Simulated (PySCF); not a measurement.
# B2FH3S: the cost of one run

The runs use PySCF 2.14.0, with density-fitted response routines of our own; the level of theory stands in each step. All values are computed, except where a source is named. Atoms are numbered from 0 throughout.

## (1) Starting geometry

7 atoms, charge 0, multiplicity 1; geometry from: GFN2-xTB. The atoms were then displaced at random by about 0.01 Å, so the start is not that level's minimum.

Bonds of the start (Å): B0–S1 1.78, S1–B2 1.81, B2–F3 1.27, B0–H4 1.19, B0–H5 1.14, B2–H6 1.16.

## (2) Geometry optimisation at PBE0-D3(BJ)/def2-SVP

Job settings and geometry (Å):

```
{"job": {"xc": "PBE0", "basis": "def2-SVP", "d3": "d3bj", "grid": 1, "shake": 0.01, "kind": "geom"}, "charge": 0, "multiplicity": 1}
B      1.408020     0.315990     0.036360
S      0.250690    -0.340950     1.210990
B     -1.339940    -0.347580     0.337190
F     -2.347330    -0.795530     0.965020
H      1.008790     0.653860    -1.035440
H      2.495080     0.454780     0.361510
H     -1.441360     0.030320    -0.754600
```

The run is started by

```console
OMP_NUM_THREADS=1 python probes_run.py task.json out
```

This one command runs all jobs of the session in turn.

**Question.** How long does this first job take on 1 thread of Intel Xeon 6975P-C, shared host, and how much memory does it need?

About 7.6 s, with a peak of 0.32 GiB.
